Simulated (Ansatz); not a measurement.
NiMoIrPdW in Ansatz: the effect of functional

NiMoIrPdW:

```
Ni Mo Pd Ir W
1.0
     4.14670    0.00000    0.00000
    -2.07335    3.59115    0.00000
     0.00000    0.00000    5.41629
Ni Mo Pd Ir W
1 1 1 1 1
Direct
  0.00000 0.00000 0.02221
  0.66667 0.33333 0.45996
  0.33333 0.66667 0.74601
  0.33333 0.66667 0.25641
  0.66667 0.33333 0.99985
```

The cell was built by a generator and needn't be a form met in nature.

Alike in all runs:

* Program: Ansatz 0.2.0
* Task: band structure
* Potentials or basis: Ansatz PAW
* k mesh: 7 × 7 × 5
* Occupations: fermi-dirac, width 0.05 eV
* Spin: collinear spin, ferromagnetic start
* Starting moments: [1.0, 1.0, 0.0, 0.6, 0.0] μB

```csv
functional,cutoff,pressure (GPa),largest force (eV/Å)
r2SCAN,500 eV (not typed: the program's choice for these potentials),?,?
RPBE,420 eV (not typed: the program's choice for these potentials),3.6,0.19
revPBE,420 eV (not typed: the program's choice for these potentials),2.6,0.18
```

**Question.** What does the run with functional r2SCAN give?

**Answer.** Pressure -5.0 GPa; largest force 0.12 eV/Å.

Caveats: the PAW data sets come from PBE, with cores solved anew for the run's functional, which leaves a small shift of forces and pressure; the starting moments weren't kept; the magnetic or orbital state may not be the lowest (some runs).
